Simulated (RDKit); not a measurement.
# GeSiH4S (SMILES [SiH2]1[S][GeH2]1) at extended Hückel

We compute the charge distribution of GeSiH4S. 

Program for the calculation: RDKit 2026.09.1.

1 further run of the same task is left out (set aside as unsound or not needed).

### 1 Starting point

GeSiH4S has 7 atoms, charge 0, and is taken as a singlet. SMILES: `[SiH2]1[S][GeH2]1`. Geometry: a GFN2-xTB relaxation, a rough one for these elements and not checked as a minimum.

Bond lengths: Si1–S2 2.059 Å, Si1–Ge3 2.378 Å, Si1–H4 1.454 Å, Si1–H5 1.455 Å, Ge3–H6 1.537 Å, Ge3–H7 1.534 Å. Angles: S2–Si1–Ge3 67.0°, S2–Si1–H4 121.0°, S2–Si1–H5 120.9°, Ge3–Si1–H4 112.0°, Ge3–Si1–H5 111.9°, Si1–Ge3–H6 121.3°, Si1–Ge3–H7 121.7°, H4–Si1–H5 113.6°, H6–Ge3–H7 99.0°. A long bond or contact: S2–Ge3 2.464 Å.

### 2 Energy and one-electron properties at extended Hückel

The input, mol.xyz:

```xyz
7

Si    -1.067600    -0.161660    -0.606560
S     -0.156540     1.647300    -0.235940
Ge     0.973390    -0.379040     0.594510
H     -0.995120    -0.780630    -1.920370
H     -2.210430    -0.597350     0.180940
H      1.141040     0.221400     1.999360
H      2.315260     0.049980    -0.011940
```

The input, job.py:

```python
import json
import numpy as np
from rdkit import Chem
from rdkit.Chem import AllChem
from rdkit.Chem import rdDetermineBonds
from rdkit.Chem import rdEHTTools

mol = Chem.MolFromXYZFile("mol.xyz")
symbols = [a.GetSymbol() for a in mol.GetAtoms()]
start = mol.GetConformer().GetPositions().copy()

ok, res = rdEHTTools.RunMol(mol, keepOverlapAndHamiltonianMatrices=True)
if not ok:
    raise RuntimeError("the extended Hueckel run failed")
eps = np.array(res.GetOrbitalEnergies())
nel = res.numElectrons
homo = (nel + 1) // 2 - 1
print(f"{res.numOrbitals} orbitals, {nel} valence electrons, sum of one-electron energies {res.totalEnergy:.4f} eV")
for i in range(max(0, homo - 3), min(len(eps), homo + 6)):
    print(f"{i + 1:4d} {eps[i]:10.4f} eV", "(HOMO)" if i == homo else "(LUMO)" if i == homo + 1 else "")
q = np.array(res.GetAtomicCharges())
print("Mulliken charges:", " ".join(f"{a}{i + 1}={c:+.3f}" for i, (a, c) in enumerate(zip(symbols, q))))
op = res.GetReducedOverlapPopulationMatrix()
pairs = [(k, i, op[i * (i + 1) // 2 + k]) for i in range(len(symbols)) for k in range(i) if abs(op[i * (i + 1) // 2 + k]) > 0.1]
print("reduced overlap populations above 0.1")
for k, i, p in pairs:
    print(f"  {symbols[k]}{k + 1}-{symbols[i]}{i + 1} {p:7.3f}")
json.dump(dict(symbols=symbols, start=start.tolist(), energy=res.totalEnergy * 23.060548, homo=eps[homo], lumo=eps[homo + 1] if homo + 1 < len(eps) else None, orbital_energies=eps.round(4).tolist(), charges_mulliken=q.tolist(), bond_orders=[[k + 1, i + 1, round(p, 4)] for k, i, p in pairs], nel=nel), open("results.json", "w"))
```

Started as:

```console
$ python job.py
```

**Question.** What will come out? Wanted: sum of orbital energies; HOMO energy; LUMO energy; HOMO–LUMO gap.

Answer, from the run:

At extended Hückel:

| quantity | value |
| --- | --- |
| sum of orbital energies | -10.03676 Eh |
| HOMO energy | -10.92 eV |
| LUMO energy | -6.18 eV |
| HOMO–LUMO gap | 4.74 eV |

In words: Mulliken charges run from -0.61 on S2 to +0.88 on Si1.
